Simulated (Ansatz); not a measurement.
# HTi: the cost of one run

The runs use Ansatz 0.2.0, Gaussian basis; def2-QZVPP, core rule «outside noble gas», up to 9 orbitals frozen.

The runs, in order: UHF; ROHF; CCSD(T) on UHF.

2 further runs of the same task are left out: 2 set aside as unsound or not needed.

## Step 1: What is computed

The geometry is a PBE0/def2-TZVP stationary point (not a proven minimum) of the parent state, kept for this charge and spin.

2 atoms, charge 1, spin multiplicity 3.

Atoms are counted from 1 here; the program's logs count them from 0.

Bond lengths: Ti1–H2 1.696 Å.

## Step 2: UHF

in.yaml reads:

```yaml
crystal:
  periodic: [false, false, false]
  atoms:
    - {symbol: Ti, position_ang: [0.000000, 0.000000, 0.000000]}
    - {symbol: H, position_ang: [0.000000, 0.000000, 1.696000]}
basis:
  gaussian: {orbitals: "def2-QZVPP.json"}
total_charge: 1
magnetization: {spin_polarized: true, initial_magnetization: 2}
hamiltonian: {xc: hf}
output: {orbitals: {seedname: orbitals}}
```

The run is started by

```bash
> ansatz run in.yaml --threads 1 --pin off --events-out ev --progress --plain --max-ram 4096MiB --backend cpu
```

**Question.** How long does this run take on 1 thread of AMD EPYC 7R13, shared host, and how much memory does it need?

About 11 s, with a peak of 0.26 GiB.
